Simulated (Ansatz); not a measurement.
# CH7AlBN: the cost of one run

All numbers below are computed with Ansatz 0.2.0 (UKS B3LYP-D4/6-31G).

## Step 1: The structure to begin with

Bond lengths: B1–N2 1.479 Å, N2–C3 1.432 Å, C3–Al4 2.019 Å, B1–H5 1.238 Å, B1–H6 1.193 Å, N2–H7 1.044 Å, C3–H8 1.124 Å, C3–H9 1.128 Å, Al4–H10 1.558 Å, Al4–H11 1.659 Å. Angles (14 of 15 angles, heavy atoms first): B1–N2–C3 108.0°, N2–C3–Al4 112.8°, B1–N2–H7 107.8°, C3–N2–H7 106.4°, N2–B1–H5 120.0°, N2–B1–H6 124.4°, N2–C3–H8 114.1°, N2–C3–H9 113.6°, Al4–C3–H8 105.6°, Al4–C3–H9 106.5°, C3–Al4–H10 117.3°, C3–Al4–H11 113.5°, H5–B1–H6 115.2°, H8–C3–H9 103.4°.

Coordinates:

```xyz
11

B    -1.1483    1.6084    0.1794
N    -0.7623    0.2398   -0.2275
C     0.5369   -0.0314    0.3089
Al    1.1680   -1.9080   -0.0846
H    -1.4028    2.4607   -0.6811
H    -1.3642    1.9422    1.3039
H    -0.6599    0.2318   -1.2665
H     0.6064    0.0838    1.4245
H     1.3387    0.6627   -0.0759
H     1.4487   -2.2698   -1.5743
H     0.3041   -3.0770    0.7140
```

## Step 2: Relaxing end A

input.yaml

```yaml
crystal:
  periodic: [false, false, false]
  atoms:
    - { symbol: B, position_ang: [-1.1483, 1.6084, 0.1794] }
    - { symbol: "N", position_ang: [-0.7623, 0.2398, -0.2275] }
    - { symbol: C, position_ang: [0.5369, -0.0314, 0.3089] }
    - { symbol: Al, position_ang: [1.168, -1.908, -0.0846] }
    - { symbol: H, position_ang: [-1.4028, 2.4607, -0.6811] }
    - { symbol: H, position_ang: [-1.3642, 1.9422, 1.3039] }
    - { symbol: H, position_ang: [-0.6599, 0.2318, -1.2665] }
    - { symbol: H, position_ang: [0.6064, 0.0838, 1.4245] }
    - { symbol: H, position_ang: [1.3387, 0.6627, -0.0759] }
    - { symbol: H, position_ang: [1.4487, -2.2698, -1.5743] }
    - { symbol: H, position_ang: [0.3041, -3.077, 0.714] }
magnetization:
  spin_polarized: true
basis:
  gaussian: { orbitals: "6-31G" }
hamiltonian:
  xc: b3lyp
  dispersion: d4
relax:
  f_tol: 0.02
  max_steps: 50
output:
  orbitals: {}
```

Command:

```console
> ansatz run input.yaml --threads 1 --pin off --max-ram 2048MiB --backend cpu --events-out ev --progress --plain --runs-dir out
```

**Question.** How long does this run take on 1 thread of Arm Neoverse V1, shared host, and how much memory does it need?

About 1.8 min, with a peak of 0.18 GiB.
